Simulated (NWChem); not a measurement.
**CH3BF3Ge+ (SMILES [CH3][Ge+]([F])[B](F)F) at M05-2X/x2c-SVPall (sfX2C, COSMO dmso)**

Aim: the vertical ionisation energy of CH3BF3Ge+ at M05-2X/x2c-SVPall (sfX2C, COSMO dmso), from 2 runs. 

Program for the calculation: NWChem 7.3.0.

### 1 The molecule

CH3BF3Ge+ has 9 atoms, charge +1, and is taken as a singlet. As SMILES, `[CH3][Ge+]([F])[B](F)F`. The shape comes from GFN2-xTB, which is rough for such elements, and wasn't checked as a minimum.

Bond lengths: C1–Ge2 2.003 Å, Ge2–F3 1.729 Å, Ge2–B4 2.228 Å, B4–F5 1.274 Å, B4–F6 1.276 Å, C1–H7 1.092 Å, C1–H8 1.097 Å, C1–H9 1.097 Å. Some angles: C1–Ge2–F3 103.8°, C1–Ge2–B4 154.9°, F3–Ge2–B4 101.3°, Ge2–B4–F5 115.3°, Ge2–B4–F6 119.5°, F5–B4–F6 125.2°, Ge2–C1–H7 111.8°, Ge2–C1–H8 107.1°, Ge2–C1–H9 107.2°, H7–C1–H8 110.9°.

### 2 The charge distribution at M05-2X/x2c-SVPall (sfX2C, COSMO dmso)

The input, mol.nw:

```
start mol
memory 2900 mb
charge 1

geometry noautosym nocenter noautoz
C    -1.827570   -0.232630   -0.019740
Ge    0.127990    0.202360   -0.000590
F     0.165210    1.931220   -0.020140
B     2.303130   -0.280720    0.029180
F     3.084040    0.724700    0.087070
F     2.676590   -1.500590   -0.012720
H    -2.003290   -1.308940   -0.075000
H    -2.263930    0.280640   -0.885140
H    -2.262170    0.183950    0.897070
end

basis spherical
* library x2c-SVPall
end

relativistic
x2c on
end

cosmo
solvent dmso
end

dft
xc m05-2x
grid fine
iterations 150
end

property
dipole
efieldgrad
mulliken
end

task dft property
```

Launch:

```
$ nwchem mol.nw > mol.out
```

Standard output:

```text
[...]
          Wavefunction type:  closed shell.
          No. of atoms     :     9
          No. of electrons :    72
[...]
          Charge           :     1
          Spin multiplicity:     1
[...]
          AO basis - number of functions:   117
[...]
              XC Information
              --------------
                       M05-2X Method XC Functional
                     Hartree-Fock (Exact) Exchange  0.560
                M05-2X metaGGA Exchange Functional  0.440
                      M05-2X Correlation Potential  1.000
[...]
 d= 0,ls=0.0,diis     1  -2462.1950929079 -2.89D+03  1.54D-02  7.62D+00     4.2
[...]
 d= 0,ls=0.0,diis     7  -2462.5889627800 -4.44D-08  9.17D-07  2.07D-08    57.9
         Total DFT energy =    -2462.588962779978
      One electron energy =    -4254.596365113082
           Coulomb energy =     1496.312897552523
    Exchange-Corr. energy =     -121.988957292575
 Nuclear repulsion energy =      431.116089678518
             COSMO energy =      -13.432627605362
[...]
   Dipole moment        4.8725829308 Debye(s)
             DMX       -3.4541469481 DMXEFC      -35.2183144669
             DMY       -3.4366788197 DMYEFC       25.3619140256
             DMZ        0.0131136690 DMZEFC       14.0748199409
   -EFC- dipole        45.6251785015 DEBYE(S)
   Total dipole        46.6341622003 DEBYE(S)
[...]
```

Run time: 59 s. Hardware: 1 thread of Intel Xeon Platinum 8488C (Sapphire Rapids), shared host; peak memory 0.13 GiB.

Atomic charges (e):

| atom | Mulliken |
| --- | --- |
| C1 | -0.307 |
| Ge2 | +0.934 |
| F3 | -0.400 |
| B4 | +0.367 |
| F5 | -0.016 |
| F6 | -0.020 |
| H7 | +0.141 |
| H8 | +0.150 |
| H9 | +0.151 |

### 3 Doublet [CH3BF3Ge]2+ at the same level

The input, m1.nw:

```
start m1
title "CH3BF3Ge M05-2X"
memory 2900 mb
charge 2

geometry units angstroms noautosym nocenter
  zmatrix
    C
    Ge 1 r2
    F 2 r3 1 a3
    B 2 r4 3 a4 1 d4
    F 4 r5 2 a5 3 d5
    F 4 r6 5 a6 2 d6
    H 1 r7 2 a7 3 d7
    H 1 r8 7 a8 2 d8
    H 1 r9 7 a9 8 d9
  variables
    r2 2.003447
    r3 1.729371
    a3 103.76596
    r4 2.228337
    a4 101.29543
    d4 179.92865
    r5 1.274379
    a5 115.3229
    d5 3.0259
    r6 1.276445
    a6 125.18282
    d6 179.91837
    r7 1.091959
    a7 111.81238
    d7 176.29358
    r8 1.09671
    a8 110.937
    d8 119.50696
    r9 1.096794
    a9 110.66542
    d9 121.01609
  end
end

basis spherical
  * library x2c-SVPall
end

relativistic
  x2c on
end

cosmo
  solvent dmso
end

dft
  xc m05-2x
  mult 2
  grid fine
  iterations 150
end

property
  dipole
  efieldgrad
  mulliken
end

task dft property
```

Launch:

```
$ nwchem m1.nw > m1.out
```

Standard output:

```text
[...]
          Wavefunction type:  spin polarized.
          No. of atoms     :     9
          No. of electrons :    71
[...]
          Charge           :     2
          Spin multiplicity:     2
[...]
          AO basis - number of functions:   117
[...]
              XC Information
              --------------
                       M05-2X Method XC Functional
                     Hartree-Fock (Exact) Exchange  0.560
                M05-2X metaGGA Exchange Functional  0.440
                      M05-2X Correlation Potential  1.000
[...]
 d= 0,ls=0.0,diis     1  -2461.1898223584 -2.89D+03  1.12D-02  3.37D+00     8.9
[...]
 d= 0,ls=0.0,diis    11  -2462.2188374617 -1.15D-08  4.87D-07  1.45D-09   156.2
[...]
         Total DFT energy =    -2462.218837461709
      One electron energy =    -4224.756484103561
           Coulomb energy =     1478.330958963015
    Exchange-Corr. energy =     -121.588012437148
 Nuclear repulsion energy =      431.116061478621
             COSMO energy =      -25.321361362635
[...]
      <S2> =      0.7644 (Exact =     0.7500)
[...]
   Dipole moment        7.9820460487 Debye(s)
             DMX       -2.6244504494 DMXEFC      -70.6115712241
             DMY        0.0363665988 DMYEFC      -22.5647497351
             DMZ       -7.5381693025 DMZEFC      -14.1923493480
   -EFC- dipole        75.4757225958 DEBYE(S)
   Total dipole        79.6445751958 DEBYE(S)
[...]
```

Run time: 2.6 min. Hardware: 1 thread of Intel Xeon Platinum 8488C (Sapphire Rapids), shared host; peak memory 0.13 GiB.

Atomic charges (e):

| atom | Mulliken |
| --- | --- |
| C1 | -0.148 |
| Ge2 | +1.158 |
| F3 | -0.300 |
| B4 | +0.489 |
| F5 | +0.065 |
| F6 | +0.059 |
| H7 | +0.217 |
| H8 | +0.229 |
| H9 | +0.230 |

### 4 Summary of results

At M05-2X/x2c-SVPall (sfX2C, COSMO dmso):

```
                                                quantity           value
                         singlet CH3BF3Ge+: total energy  -2462.58896 Eh
                          singlet CH3BF3Ge+: HOMO energy       -11.09 eV
                          singlet CH3BF3Ge+: LUMO energy        -2.73 eV
                        singlet CH3BF3Ge+: HOMO–LUMO gap         8.36 eV
           singlet CH3BF3Ge+: solvent term in the energy   -300.1 kJ/mol
                      doublet [CH3BF3Ge]2+: total energy  -2462.21884 Eh
doublet [CH3BF3Ge]2+: HOMO energy (highest over α and β)       -14.10 eV
 doublet [CH3BF3Ge]2+: LUMO energy (lowest over α and β)        -8.98 eV
        doublet [CH3BF3Ge]2+: solvent term in the energy   -990.6 kJ/mol
                              doublet [CH3BF3Ge]2+: ⟨S²⟩           0.764
    vertical ionisation energy (to the doublet dication)       10.072 eV
```

**Reading.** Removing an electron at fixed nuclei costs 10.07 eV (972 kJ/mol). The continuum is in equilibrium with both charges, so this lies below a true vertical value in solution, where the slow polarisation stays frozen. The negative HOMO energy of the first species, 11.09 eV, lies 1.02 eV above that difference. Mulliken charges (doublet [CH3BF3Ge]2+) run from -0.30 on F3 to +1.16 on Ge2; they depend strongly on the basis.
